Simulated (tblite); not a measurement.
# C7H11FO4 (CHF(COOEt)2): the cost of one run

Computed with tblite 0.8.0 (tight binding) and PySCF 2.14.0 (DFT, with response routines of our own); each step states its level. Atoms count from 0 throughout.

### Step 1. The starting structure

23 atoms, charge 0, multiplicity 1; geometry from: MMFF94s geometry.

Bonds of the start (Å): C0–C1 1.50, C0–H12 1.08, C0–H13 1.10, C0–H14 1.09, C10–C11 1.52, C10–H18 1.09, C10–H19 1.10, C11–H20 1.10, C11–H21 1.10, C11–H22 1.09, C1–H15 1.12, C1–H16 1.10, C1–O2 1.42, C3–C5 1.52, C3–O4 1.24, C5–C7 1.50, C5–F6 1.37, C5–H17 1.10, C7–O8 1.23, C7–O9 1.37, O2–C3 1.35, O9–C10 1.43.

### Step 2. GFN2-xTB relaxation, conformer 1

What the job is given:

```
{"job": {"xc": "GFN2-xTB", "basis": "xTB", "kind": "relax"}, "charge": 0, "multiplicity": 1}
C      2.352100     2.074700    -0.722500
C      2.457400     0.747000    -0.022700
O      1.434900    -0.120600    -0.502500
C      1.378800    -1.340500     0.074000
O      2.172200    -1.729000     0.943600
C      0.269800    -2.195600    -0.504700
F      0.050100    -3.323100     0.239700
C     -0.989000    -1.401500    -0.685100
O     -1.399400    -1.007000    -1.771600
O     -1.613800    -1.183400     0.512300
C     -2.826900    -0.420300     0.458700
C     -2.511200     1.061300     0.515300
H      2.433900     1.950200    -1.794800
H      1.364400     2.523200    -0.542300
H      3.112600     2.780200    -0.376700
H      2.340900     0.886400     1.079200
H      3.441600     0.299300    -0.219600
H      0.608700    -2.550300    -1.484200
H     -3.419800    -0.668200    -0.418400
H     -3.409400    -0.699600     1.344100
H     -1.917800     1.377900    -0.349500
H     -1.914700     1.301500     1.404600
H     -3.420300     1.664500     0.548700
```

Started as:

```bash
$ OMP_NUM_THREADS=1 python ens_run.py task.json out
```

This one command runs the whole study; its stages follow in the order run.

**Question.** How long does this first job take on 1 thread of Arm Neoverse N1, shared host?

About 3.2 s.
